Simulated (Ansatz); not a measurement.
This was printed by a script on Ansatz's Python interface, for a projected density of states of Ni, space group Im-3m. What did the script look like? Settings: PBEsol, PAW, the default cutoff (420 eV here), 17×17×17 k-points, Gaussian smearing of 0.15 eV, collinear spin, D3BJATM dispersion.

The script reads `ni.xyz`:
```text
1
Lattice="-1.38371547 1.38371547 1.38371547 1.38371547 -1.38371547 1.38371547 1.38371547 1.38371547 -1.38371547" Properties=species:S:1:pos:R:3:initial_magmoms:R:1 pbc="T T T"
Ni    0.00000000    0.00000000    0.00000000  1.50
```

Output of `python ni_pdos.py`:
```text
DeckWarning: basis.ecutwfc = 420 eV, auto-derived from the records' recommended cutoffs: set by Ni (normal level)
events: {'scf_iter': 13, 'scf_done': 1, 'notice': 2, 'finished': 1}
states by shell in windows of E - E_F (eV): [(-6, -3), (-3, 0), (0, 4)]
Ni 3S       0.001    0.000    0.001
Ni 4S       0.496    0.143    0.335
Ni 3P       0.006    0.004    0.001
Ni 3D       2.027    6.866    0.917
centre of Ni 4S: -4.01 eV
centre of Ni 3D: -1.90 eV
```
(Warnings from the package without file and line.)

One script that gives this output:

Script `ni_pdos.py`:
```python
from collections import Counter
from dataclasses import dataclass
import json

import ansatz as az
import numpy as np


@dataclass
class Options:
    vdw: str = 'd3bjatm'
    kmesh: tuple[int, ...] = (17, 17, 17)
    sigma: float = 0.15
    extra_bands: int = 8


cfg = Options()

system = az.Crystal.from_extxyz('ni.xyz')

calculation = (
    system.calculation()
    .functional(az.Functional.PBESOL, dispersion=cfg.vdw)
    .kpoints(*cfg.kmesh)
    .occupations(az.OccupationsMethod.GAUSSIAN, width=cfg.sigma)
    .spin('collinear')
    .scf(extra_bands=cfg.extra_bands)
    .density_of_states(projected=True, energy_step=0.1)
)
out = calculation.run(events_out='events.ndjson')
report = out.report
with open('events.ndjson') as stream:
    kinds = Counter(json.loads(line)['event'] for line in stream)
print('events:', {kind: kinds[kind] for kind in ('scf_iter', 'scf_done', 'notice', 'finished')})

dos = out.density_of_states()
energy = np.asarray(dos.energies_ev) - dos.fermi_ev
curves = {}
for site in out.projected_density_of_states().sites:
    for shell in site.shells:
        weight = sum(np.sum(curve.g_bin_mean_per_ev, axis=0) for curve in shell.curves)
        name = f'{site.species} {shell.label}'
        curves[name] = curves.get(name, 0) + weight

step = energy[1] - energy[0]
windows = [(-6, -3), (-3, 0), (0, 4)]
print('states by shell in windows of E - E_F (eV):', windows)
for name, g in curves.items():
    print(f'{name:8s}', ' '.join(f'{step * g[(energy >= a) & (energy < b)].sum():8.3f}' for a, b in windows))
filled = (energy < 0) & (energy > -6)
for name, g in curves.items():
    if g[filled].sum() * step > 0.5:
        print(f'centre of {name}: {np.average(energy[filled], weights=g[filled]):.2f} eV')
```

Caveats:
- Dispersion corrections can be off by several per cent in the lattices of metals, and by several GPa in the pressure at a fixed cell.
- This isn't the structure that Ni takes at ambient conditions.
- Curves are summed over the cell's atoms. Only shells that the potentials hold have channels, so projections don't add up to the total, least of all where a shell is missing (p of most metals); heights and places of peaks move with the mesh.
- The density of states is complete only as far up as bands were computed.
- A band centre counts only the states inside the window taken.
- Timing: 8.8 s on 1 thread of Arm Neoverse V1 (shared host), peak memory 0.37 GiB.
